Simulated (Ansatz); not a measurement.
**C3H4AlFO: single point in a Gaussian basis, by script**

A script is to give a single point in a Gaussian basis; the system is C3H4AlFO. SMILES: C#[C][Al]([OH])[CH2]F.

Program: Ansatz 0.2.0, driven from Python. Level of theory: PBE+D4/def2-SVP. These are calculated values, not measurements.

## (1) The system

Bond lengths: C1–C2 1.212 Å, C2–Al3 1.933 Å, Al3–O4 1.892 Å, Al3–C5 1.980 Å, C5–F6 1.400 Å, C1–H7 1.037 Å, O4–H8 0.957 Å, C5–H9 1.108 Å, C5–H10 1.089 Å. Angles: C1–C2–Al3 177.6°, C2–C1–H7 174.2°, C2–Al3–O4 120.9°, C2–Al3–C5 120.9°, O4–Al3–C5 118.1°, Al3–O4–H8 106.1°, Al3–C5–F6 110.5°, Al3–C5–H9 110.4°, Al3–C5–H10 111.5°, F6–C5–H9 105.6°, F6–C5–H10 107.3°, H9–C5–H10 111.3°.

The script holds or builds the structure itself.

## (2) The code

Input file energy_c3h4alfo.py:

```python
"""Electronic structure of the C3H4AlFO molecule."""

import warnings

import ansatz as az
from ase import Atoms
import numpy as np
import pandas as pd

BASIS_SET = "def2-SVP"
XC = "PBE"
VDW = "d4"

warnings.simplefilter("ignore", az.DeckWarning)

atoms = Atoms(["C", "C", "Al", "O", "C", "F", "H", "H", "H", "H"], positions=[
    [-1.4733, -2.2344, 1.1643],
    [-0.8495, -1.4145, 0.5268],
    [0.2093, -0.1573, -0.4912],
    [1.4466, -0.7582, -1.7903],
    [0.1404, 1.7816, -0.0972],
    [0.4972, 2.0248, 1.2349],
    [-2.0885, -2.8703, 1.7052],
    [2.2641, -0.9253, -1.3215],
    [-0.8954, 2.1614, -0.2024],
    [0.8323, 2.3412, -0.7257],
])
mol = az.Crystal.molecule_from_ase(atoms)

job = (
    mol.calculation()
    .basis(gaussian=BASIS_SET)
    .functional(XC, dispersion=VDW)
    .forces()
)
trace = []
done = job.session().plan().execute(on_event=trace.append)
rep = done.report
for event in trace:
    if event["event"] == "mean_field_evaluation" and event["data"]["evaluation"] <= 25:
        print("pass {evaluation:3d}  E = {energy_ev:.6f} eV  gradient {gradient_ev:.1e}".format(**event["data"]))

print(f"E = {rep['free_energy_ev']:.6f} eV = {rep['free_energy_ev'] / 27.211386246:.7f} Ha")
print("converged:", rep["converged"], " doubts:", rep["published_state_doubts"] or "none")

symbols = [site.symbol for site in mol.cartesian_sites]
forces = np.array(rep["forces_ev_ang"])
print("largest force", round(float(np.linalg.norm(forces, axis=1).max()), 4), "eV/A, rms", round(float(np.sqrt((forces ** 2).mean())), 4))

charges = rep["charge_distribution"]
table = pd.DataFrame({"atom": symbols, "mulliken": charges["mulliken_charges_e"], "lowdin": charges["lowdin_charges_e"]})
print(table.round(3).to_string())
print("dipole (e A):", np.round(charges["dipole_moment_e_ang"], 4) + 0.0)
```

## (3) Running it

Launch:

```bash
> python energy_c3h4alfo.py
```

**Question.** What results will this script give? Wanted: total energy; largest force; dipole moment.

As calculated:

| quantity | value |
| --- | --- |
| total energy | -14515.1096 eV |
| largest force | 3.162 eV/Å |
| dipole moment | 0.62 D |

In words: Forces reach 3.16 eV/Å, so the atoms aren't at rest. Reading the output:
- The geometry is a force-field or estimated start, not a minimum of this method, and the basis set is short of its limit.
- The Löwdin charges here are taken after orthogonalising the functions within each atom; they differ from plain Löwdin charges, and their signs can be unphysical.
- Early passes use coarser integrals and grids, so their energies can't be compared with the last.
